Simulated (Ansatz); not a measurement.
Here is an Ansatz input file for K2LiMoCl6, space group Fm-3m. Write the same calculation for the Python package.

```yaml
crystal:
  lattice:
    - [0.0, 5.034784, 5.034784]
    - [5.034784, 0.0, 5.034784]
    - [5.034784, 5.034784, 0.0]
  atoms:
    - { symbol: K, position: [0.75, 0.75, 0.75] }
    - { symbol: K, position: [0.25, 0.25, 0.25] }
    - { symbol: Li, position: [0.5, 0.5, 0.5] }
    - { symbol: Mo, position: [0.0, 0.0, 0.0] }
    - { symbol: Cl, position: [0.755706, 0.244294, 0.244294] }
    - { symbol: Cl, position: [0.244294, 0.244294, 0.755706] }
    - { symbol: Cl, position: [0.244294, 0.755706, 0.755706] }
    - { symbol: Cl, position: [0.244294, 0.755706, 0.244294] }
    - { symbol: Cl, position: [0.755706, 0.244294, 0.755706] }
    - { symbol: Cl, position: [0.755706, 0.755706, 0.244294] }
kpoints:
  mp_grid: { grid: [3, 3, 3] }
hamiltonian:
  xc: pbesol
  hubbard: [{ species: Mo, l: d, u_eff: 4.5 }]
scf:
  convergence: { dr2_threshold: 1.0e-05 }
  lower_state_search: "off"
  occupations: { method: cold, width: 0.01 }
output:
  write_density: true
  write_potential: true
  volumetric_format: npy
  populations: true
  elf: true
  eigenvalues: true
```

Launched from the shell:
```console
$ ansatz run input.yaml --threads 1 --pin off --max-ram 3072MiB --backend cpu --events-out ev --progress --plain --runs-dir out
K: projections on atomic orbitals take those of the free atom [Ne] 3s2 3p6 4s1, of charge +0.00 (hamiltonian.pseudopotentials.projection_atoms); the dataset's partial waves leave at most 2.3e-7 of an orbital's norm unspanned inside its sphere
Li: projections on atomic orbitals take those of the free atom 1s2 2s1, of charge +0.00 (hamiltonian.pseudopotentials.projection_atoms); the dataset's partial waves leave at most 8.9e-11 of an orbital's norm unspanned inside its sphere
Mo: projections on atomic orbitals take those of the free atom [Ar 3d10] 4s2 4p6 4d5 5s1, of charge +0.00 (hamiltonian.pseudopotentials.projection_atoms); the dataset's partial waves leave at most 6.0e-6 of an orbital's norm unspanned inside its sphere
Cl: projections on atomic orbitals take those of the free atom [Ne] 3s2 3p5, of charge +0.00 (hamiltonian.pseudopotentials.projection_atoms); the dataset's partial waves leave at most 2.1e-7 of an orbital's norm unspanned inside its sphere
Engine: ansatz 0.2.0, x86_64-unknown-linux-gnu
Pseudopotentials: kind: paw
Pseudopotential: K, paw, valence charge 9, recommended cutoff 420 eV (normal), K.paw.azcp
Pseudopotential: Li, paw, valence charge 3, recommended cutoff 420 eV (normal), Li.paw.azcp
Pseudopotential: Mo, paw, valence charge 14, recommended cutoff 420 eV (normal), Mo.paw.azcp
Pseudopotential: Cl, paw, valence charge 7, recommended cutoff 420 eV (normal), Cl.paw.azcp
Functional definition: PBEsol
  exchange = pbesol_x
  correlation = pbesol_c
Crystal: 10 atoms, lattice volume = 255.254 Å³
Basis set: ecut = 420 eV, 5029 PW (Γ)
Bands: 49, of which v1, the nominal top of the filled ones, is band 39 counted from 1 (38 counted from 0)
Symmetry: 48 space group operations
Space group: Fm-3m (ITA 225), of the structure as read, at distance tolerance 6.3e-5 Å
k-points: 4 of 27
Non-local potential: K, projectors of the file, l = 0: 3, l = 1: 2, l = 2: 2
Non-local potential: Li, projectors of the file, l = 0: 3, l = 1: 2, l = 2: 1
Non-local potential: Mo, projectors of the file, l = 0: 3, l = 1: 2, l = 2: 2, l = 3: 1
Non-local potential: Cl, projectors of the file, l = 0: 2, l = 1: 2, l = 2: 2
PAW form: soft (Blöchl's): semilocal exchange-correlation on the pseudo side does not see the compensation charge
PAW frozen core: K, regenerated for the run's functional, and the local potential with it (the file was generated under x = pbe(κ = 0.804, μ = 0.2195149727645171), c = pbe(β = 0.06672455060314922))
PAW frozen core: Mo, regenerated for the run's functional, and the local potential with it (the file was generated under x = pbe(κ = 0.804, μ = 0.2195149727645171), c = pbe(β = 0.06672455060314922))
PAW frozen core: Cl, regenerated for the run's functional, and the local potential with it (the file was generated under x = pbe(κ = 0.804, μ = 0.2195149727645171), c = pbe(β = 0.06672455060314922))
PAW one-centre angular grid: K, 110 points (default); XC on 64 Gauss nodes
PAW one-centre angular grid: Li, 110 points (default); XC on 64 Gauss nodes
PAW one-centre angular grid: Mo, 590 points (default); XC on 64 Gauss nodes
PAW one-centre angular grid: Cl, 110 points (default); XC on 64 Gauss nodes
Initial density: superposition of atomic densities (chi_scale 0.1, normalization cell, long waves of neutral atoms under a Hubbard term (reshape's long-wave potential 0.01 eV rms, cloud 3.05 Å wide))
Initial wavefunctions: pseudopotential atomic-orbital guess
Functional: x = pbesol(κ = 0.804, μ = 0.12345679012345678), c = pbesol(β = 0.046)
SCF iter   1: F=—  HF=-14508.385079 eV  |F-HF|=—  |Δ(HF+E_count)|=         —  Δρ=4.03e-2  dr2=6.24e0  ethr=3.10e-3  ⟨swp⟩=10.0  Hψ=938  notcnv=0  defer=1
preconditioner: auto → Resta (q_TF=auto, 2.234 Å⁻¹)  ε∞=4.1  [insulator: Δε(μ)=0.160 eV  Ē_g=9.393 eV  σ=0.010 eV  W_gap=0.69  n_scr=58 (ndim 8)  ℏωp=16.6 eV  f_vac=0.000  D(μ)=85.82/eV (n_scr^D=2084)  ε∞_Penn≈4.1]
SCF iter   2: F=—  HF=-14506.516733 eV  |F-HF|=—  |Δ(HF+E_count)|=    1.87e0  S|Δr|=    0.00e0  Δρ=1.81e-2  dr2=1.48e0  ethr=3.10e-3  ⟨swp⟩=3.0  Hψ=389  notcnv=0  defer=21
SCF iter   3: F=—  HF=-14505.983405 eV  |F-HF|=—  |Δ(HF+E_count)|=   5.33e-1  S|Δr|=    0.00e0  Δρ=5.50e-3  dr2=1.34e-1  ethr=1.92e-3  ⟨swp⟩=2.8  Hψ=338  notcnv=0  defer=21
SCF iter   4: F=—  HF=-14505.960437 eV  |F-HF|=—  |Δ(HF+E_count)|=   2.30e-2  S|Δr|=    0.00e0  Δρ=3.34e-3  dr2=7.84e-2  ethr=1.73e-4  ⟨swp⟩=3.8  Hψ=408  notcnv=0  defer=19
SCF iter   5: F=—  HF=-14505.948310 eV  |F-HF|=—  |Δ(HF+E_count)|=   1.21e-2  S|Δr|=    0.00e0  Δρ=9.87e-4  dr2=2.74e-3  ethr=1.02e-4  ⟨swp⟩=3.0  Hψ=336  notcnv=0  defer=19
SCF iter   6: F=—  HF=-14505.949286 eV  |F-HF|=—  |Δ(HF+E_count)|=   9.76e-4  S|Δr|=    0.00e0  Δρ=2.34e-4  dr2=1.48e-4  ethr=3.55e-6  ⟨swp⟩=2.2  Hψ=394  notcnv=0  defer=19
SCF iter   7: F=—  HF=-14505.949459 eV  |F-HF|=—  |Δ(HF+E_count)|=   1.73e-4  S|Δr|=    0.00e0  Δρ=4.22e-5  dr2=6.61e-6  ethr=1.92e-7  ⟨swp⟩=2.0  Hψ=294  notcnv=0  defer=19
SCF iter   8: F=-14505.949468 eV  HF=-14505.949468 eV  |F-HF|=4.75e-7  |Δ(HF+E_count)|=   8.95e-6  S|Δr|=    0.00e0  Δρ=9.97e-6  dr2=2.43e-7  ethr=8.59e-9  ⟨swp⟩=13.2  Hψ=801  notcnv=0
SCF 1 converged in 8 iterations: F = -14505.949468 eV  dr2 = 2.43e-7
  greatest PAW one-centre occupation: 0.999 electrons in one spin orbital (limit 2), on the Li atom at site 2 (counted from 0), in its partial waves of l = 0
SCF converged after 8 iterations
Stability not checked: this state was not tested for a lower state beside it, because cold or Methfessel-Paxton smearing, or corrected tetrahedra, fill the levels in a way that the test cannot read (fill_not_monotonic; see scf.lower_state_search)
Free energy (F): -14505.949468 eV
Harris-Foulkes:  -14505.949468 eV  (|F-HF|=4.75e-7)
Internal energy: -14505.948264 eV  (E = F + TS)
E sigma→0 (E₀):  -14505.949067 eV
Entropy (-TS):   -0.001205 eV (-0.120 meV/atom)
Fermi energy:    4.409440 eV
--- Per-component energies (eV) ---
  E_band       = -683.410200
  E_kinetic    = 1928.569580
  E_local      = -4606.470907  (includes V_loc(G=0)·N_el)
  E_nonlocal   = 313.170256
  E_hartree    = 1586.691088
  E_xc         = -1091.536009
  E_vxc        = -1292.125817  (∫ρ·V_xc dr)
  E_hubbard    = 5.037687  (on-site DFT+U / exact-exchange correction)
  E_vhub       = -0.877065  (the Hubbard potential's part of the band-sum identity)
  E_paw        = -8537.703118  (= ΣΔE_a)
  E_vpaw       = -199.053088  (= ΣTr[D̂ρ^β])
  E_aug_tail   = 0.000608  (compensation charges beyond the density's cutoff)
  E_ewald      = -4104.603111
  E_core_change = 0.895662  (= ΣΔE_core)
  E_smearing   = -0.001205  (= −TS)
  E_closure    = 0.000000  (closes the sum)
  Σ components = -14505.949468   (vs F -14505.949468, Δ=0.00e0)
--- Band table (eV) ---
  k-point 0: bands = ["-56.8127", "-41.2623", "-30.9170", "-30.9170", "-30.9170", "-25.4934", "-25.4917", "-11.2884", "-10.6908", "-10.6908", "-10.6908", "-10.5697", "-10.5697", "-9.0503", "-9.0503", "-9.0503", "-9.0313", "-9.0313", "-9.0313", "-1.5257", "-0.2956", "-0.2956", "-0.2956", "-0.2266", "-0.2266", "-0.2266", "0.1650", "0.1650", "1.5061", "1.5061", "1.5061", "1.8393", "1.8393", "1.8393", "2.2393", "2.2393", "2.2393", "4.2103", "4.2103", "4.2103", "7.4382", "7.8176", "7.8176", "8.8264", "9.2049", "9.3020", "9.3020", "9.5149", "9.5149"]
  k-point 1: bands = ["-56.8127", "-41.2623", "-30.9170", "-30.9170", "-30.9170", "-25.4930", "-25.4923", "-11.1942", "-10.8358", "-10.6756", "-10.6756", "-10.5949", "-10.5949", "-9.0372", "-9.0372", "-9.0271", "-9.0271", "-9.0157", "-9.0110", "-1.1980", "-0.4349", "-0.3609", "-0.3609", "-0.1384", "-0.0503", "-0.0503", "0.4213", "0.4213", "1.0567", "1.1309", "1.1309", "1.6609", "1.8098", "1.8098", "1.9375", "1.9375", "2.0502", "4.3090", "4.4051", "4.4051", "7.4301", "7.4301", "8.3849", "9.3209", "9.7985", "9.9319", "9.9319", "9.9738", "10.4178"]
  k-point 2: bands = ["-56.8127", "-41.2623", "-30.9170", "-30.9170", "-30.9170", "-25.4930", "-25.4924", "-11.1729", "-10.7660", "-10.7164", "-10.7164", "-10.6618", "-10.5649", "-9.0301", "-9.0285", "-9.0285", "-9.0202", "-9.0202", "-8.9983", "-1.1051", "-0.5371", "-0.3998", "-0.0934", "-0.0934", "0.1278", "0.1278", "0.1603", "0.4536", "1.0542", "1.1526", "1.1526", "1.3403", "1.6394", "1.6394", "1.7322", "1.7322", "2.2262", "4.1977", "4.5759", "4.5759", "6.9709", "7.8260", "8.6871", "9.7632", "9.7873", "10.2428", "10.3335", "10.3942", "10.3942"]
  k-point 3: bands = ["-56.8127", "-41.2623", "-30.9170", "-30.9170", "-30.9170", "-25.4927", "-25.4927", "-11.1067", "-10.8920", "-10.7148", "-10.6930", "-10.6261", "-10.5877", "-9.0331", "-9.0254", "-9.0168", "-9.0150", "-9.0068", "-9.0007", "-0.8716", "-0.6783", "-0.2760", "-0.1693", "-0.0855", "0.1036", "0.1850", "0.2186", "0.4945", "1.1353", "1.1445", "1.1532", "1.1598", "1.2689", "1.6101", "1.7598", "1.7762", "1.9886", "4.3665", "4.5489", "4.5925", "7.1051", "7.4455", "9.5114", "9.7383", "10.0556", "10.5132", "10.6498", "10.7874", "10.9718"]
Occupation matrices written to <dir>
--- Löwdin populations: 10 sites ---
  site symbol       q [e]
     0      K      8.2404
     1      K      8.2404
     2     Li      2.3240
     3     Mo     13.3061
     4     Cl      7.4284
     5     Cl      7.4284
     6     Cl      7.4284
     7     Cl      7.4284
     8     Cl      7.4284
     9     Cl      7.4284
  spilling = 0.004141 (of n_electrons = 77.000000)
```

`scf.py`:
```python
"""Single point of K2LiMoCl6."""

from pathlib import Path

import ansatz as az
import numpy as np

cell = (
    az.Lattice.of((0.0, 5.034784, 5.034784), (5.034784, 0.0, 5.034784), (5.034784, 5.034784, 0.0))
    .atom("K", (0.75, 0.75, 0.75))
    .atom("K", (0.25, 0.25, 0.25))
    .atom("Li", (0.5, 0.5, 0.5))
    .atom("Mo", (0.0, 0.0, 0.0))
    .atom("Cl", (0.755706, 0.244294, 0.244294))
    .atom("Cl", (0.244294, 0.244294, 0.755706))
    .atom("Cl", (0.244294, 0.755706, 0.755706))
    .atom("Cl", (0.244294, 0.755706, 0.244294))
    .atom("Cl", (0.755706, 0.244294, 0.755706))
    .atom("Cl", (0.755706, 0.755706, 0.244294))
)

# functional, basis and sampling
model = cell.calculation()
model = model.occupations("Marzari-Vanderbilt", width=0.01)
model = model.scf(tolerance=1e-05, lower_state_search="off")
model = model.functional("pbesol")
model = model.kpoints(3)
model = model.hubbard("Mo", "d", u_eff=4.5).compute(density=True, potential=True, electron_localization_function=True, output_files={"volumetric_format": "npy"}, band_table=True, populations=True)
res = model.run()
report = res.report

n_atoms = len(report["lattice"]["sites"])
print("F =", round(report["free_energy_ev"], 4), "eV for", n_atoms, "atoms")
print("E(sigma -> 0) =", round(report["energy_sigma0_ev"], 4), "eV, TS =", round(report["entropy_ts_ev"], 5), "eV")
print("closed by", report["closed_by"], "after", report["n_iterations"], "iterations")

folder = Path(res.write_results("fields"))
for name in sorted(p.name for p in folder.glob("*.npy")):
    field = np.load(folder / name)
    print(f"{name:16s} {str(field.shape):16s} min {field.min():10.4f}  mean {field.mean():10.4f}  max {field.max():10.4f}")

fermi = report["fermi_energy_ev"]
print("levels less the Fermi level (eV) at the first k-points")
for k, levels in list(zip(report["kpoints_frac"], report["eigenvalues_ev"]))[:6]:
    print("k = ({:.3f}, {:.3f}, {:.3f})".format(*k))
    print("   ", " ".join(f"{e - fermi:.3f}" for e in levels))

gap = None if "band_edges_ev" not in report else report["band_edges_ev"][1] - report["band_edges_ev"][0]
print("gap on the k mesh:", "none reported" if gap is None else f"{gap:.3f} eV")

files = Path(res.write_results("tables"))
print((files / "populations.tsv").read_text())
```

Running `python scf.py` prints:
```text
DeckWarning: basis.ecutwfc = 420 eV, auto-derived from the records' recommended cutoffs: set by K (normal level)
F = -14505.9495 eV for 10 atoms
E(sigma -> 0) = -14505.9491 eV, TS = 0.0012 eV
closed by deck_thresholds after 8 iterations
elf.npy          (48, 48, 48)     min     0.0041  mean     0.3283  max     0.9993
rho.npy          (48, 48, 48)     min    -0.2114  mean     0.3017  max     9.4183
v_es.npy         (48, 48, 48)     min   -90.5837  mean     2.6790  max     9.0494
v_tot.npy        (48, 48, 48)     min  -117.3282  mean    -5.8458  max     5.3608
levels less the Fermi level (eV) at the first k-points
k = (0.000, 0.000, 0.000)
    -61.222 -45.672 -35.326 -35.326 -35.326 -29.903 -29.901 -15.698 -15.100 -15.100 -15.100 -14.979 -14.979 -13.460 -13.460 -13.460 -13.441 -13.441 -13.441 -5.935 -4.705 -4.705 -4.705 -4.636 -4.636 -4.636 -4.244 -4.244 -2.903 -2.903 -2.903 -2.570 -2.570 -2.570 -2.170 -2.170 -2.170 -0.199 -0.199 -0.199 3.029 3.408 3.408 4.417 4.795 4.893 4.893 5.105 5.105
k = (0.000, 0.000, 0.333)
    -61.222 -45.672 -35.326 -35.326 -35.326 -29.902 -29.902 -15.604 -15.245 -15.085 -15.085 -15.004 -15.004 -13.447 -13.447 -13.437 -13.437 -13.425 -13.420 -5.607 -4.844 -4.770 -4.770 -4.548 -4.460 -4.460 -3.988 -3.988 -3.353 -3.279 -3.279 -2.749 -2.600 -2.600 -2.472 -2.472 -2.359 -0.100 -0.004 -0.004 3.021 3.021 3.975 4.911 5.389 5.522 5.522 5.564 6.008
k = (0.000, 0.333, 0.333)
    -61.222 -45.672 -35.326 -35.326 -35.326 -29.902 -29.902 -15.582 -15.175 -15.126 -15.126 -15.071 -14.974 -13.440 -13.438 -13.438 -13.430 -13.430 -13.408 -5.515 -4.947 -4.809 -4.503 -4.503 -4.282 -4.282 -4.249 -3.956 -3.355 -3.257 -3.257 -3.069 -2.770 -2.770 -2.677 -2.677 -2.183 -0.212 0.166 0.166 2.561 3.417 4.278 5.354 5.378 5.833 5.924 5.985 5.985
k = (0.000, 0.333, -0.333)
    -61.222 -45.672 -35.326 -35.326 -35.326 -29.902 -29.902 -15.516 -15.301 -15.124 -15.102 -15.036 -14.997 -13.443 -13.435 -13.426 -13.424 -13.416 -13.410 -5.281 -5.088 -4.685 -4.579 -4.495 -4.306 -4.224 -4.191 -3.915 -3.274 -3.265 -3.256 -3.250 -3.140 -2.799 -2.650 -2.633 -2.421 -0.043 0.139 0.183 2.696 3.036 5.102 5.329 5.646 6.104 6.240 6.378 6.562
gap on the k mesh: none reported
# site	symbol	l	j	q
# orbitals = lowdin
# n_electrons = 77.000000
# spilling = 0.004141
# projection_atom_K: [Ne] 3s2 3p6 4s1
# projection_atom_Li: 1s2 2s1
# projection_atom_Mo: [Ar 3d10] 4s2 4p6 4d5 5s1
# projection_atom_Cl: [Ne] 3s2 3p5
0	K	0_3S	-	1.996023
0	K	0_4S	-	0.248938
0	K	1_3P	-	5.995412
1	K	0_3S	-	1.996023
1	K	0_4S	-	0.248938
1	K	1_3P	-	5.995412
2	Li	0_1S	-	1.989384
2	Li	0_2S	-	0.334648
3	Mo	0_4S	-	1.983826
3	Mo	0_5S	-	0.467722
3	Mo	1_4P	-	5.996695
3	Mo	2_4D	-	4.857852
4	Cl	0_3S	-	1.888443
4	Cl	1_3P	-	5.539933
5	Cl	0_3S	-	1.888443
5	Cl	1_3P	-	5.539933
6	Cl	0_3S	-	1.888443
6	Cl	1_3P	-	5.539933
7	Cl	0_3S	-	1.888443
7	Cl	1_3P	-	5.539933
8	Cl	0_3S	-	1.888443
8	Cl	1_3P	-	5.539933
9	Cl	0_3S	-	1.888443
9	Cl	1_3P	-	5.539933
```
(Warnings from the package without file and line.)

These settings explore the input space; cutoff and mesh may be short of convergence. The cell holds an odd number of electrons and is run without spin, so a magnetic state may lie lower. The computed bands are complete only to about 5.1 eV above the Fermi level. U, its shell and the double counting are chosen to explore, and aren't derived for this compound. The mesh is modest for a metal, so energies can be off by several to tens of meV an atom and pressures by half a GPa or more; differences at equal mesh fare better. A Hubbard U without spin forces both spins into the same orbitals, which can open a gap or pick a state that a spin-polarised run wouldn't. Densities and potentials on the grid are those of the valence electrons, and inside the cores they hang on the potentials used. The structure comes from a database of computed cells and needn't be a stable or known phase. Levels are Kohn-Sham eigenvalues on this mesh, without spin-orbit coupling.

(Lines on the test bed's own set-up are left out of the output.)
